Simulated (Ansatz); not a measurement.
# SiNi: the cost of one run

Program: Ansatz 0.2.0. Level of theory: DFT PBE+U, scalar-relativistic, plane waves, PAW. These are calculated values, not measurements.

### 1 Starting point

It takes space group Pnma (No. 62, orthorhombic). The conventional cell has a = 5.173 Å, b = 3.338 Å, c = 5.605 Å, α = 90.00°, β = 90.00°, γ = 90.00°. Si (site symmetry m) has 6 Ni at 2.28 to 2.40 Å as nearest neighbours. Ni (site symmetry m) is surrounded by 6 Si at 2.28 to 2.40 Å.

As a file:

```
Si Ni
1.0
     5.17310    0.00000    0.00000
     0.00000    3.33810    0.00000
     0.00000    0.00000    5.60490
Si Ni
4 4
Direct
  0.32128 0.75000 0.08250
  0.17872 0.25000 0.58250
  0.82128 0.75000 0.41750
  0.67872 0.25000 0.91750
  0.00779 0.25000 0.18752
  0.49221 0.75000 0.68752
  0.50779 0.25000 0.31248
  0.99221 0.75000 0.81248
```

The structure rests on an entry of the Crystallography Open Database; cell or positions may have been set otherwise for this series.

### 2 Single point: SiNi, no spin

input.yaml reads:

```yaml
crystal:
  lattice:
    - [5.1731, 0.0, 0.0]
    - [0.0, 3.3381, 0.0]
    - [0.0, 0.0, 5.6049]
  atoms:
    - { symbol: Si, position: [0.32128, 0.75, 0.0825] }
    - { symbol: Si, position: [0.17872, 0.25, 0.5825] }
    - { symbol: Si, position: [0.82128, 0.75, 0.4175] }
    - { symbol: Si, position: [0.67872, 0.25, 0.9175] }
    - { symbol: Ni, position: [0.00779, 0.25, 0.18752] }
    - { symbol: Ni, position: [0.49221, 0.75, 0.68752] }
    - { symbol: Ni, position: [0.50779, 0.25, 0.31248] }
    - { symbol: Ni, position: [0.99221, 0.75, 0.81248] }
scf:
  occupations: { method: gaussian, width: 0.05 }
output: {}
hamiltonian:
  xc: pbe
  hubbard: { sites: [{ species: Ni, l: d, u_eff: 8.0 }] }
kpoints:
  mp_grid: { grid: [6, 9, 6] }
```

On the command line:

```console
$ ansatz run input.yaml --threads 4 --pin off --max-ram 12288MiB --backend cpu --events-out ev --progress --plain --runs-dir out
```

What time and memory should one allow on 4 threads of AMD EPYC (Zen 3), shared host?

About 18 s, with a peak of 0.74 GiB.
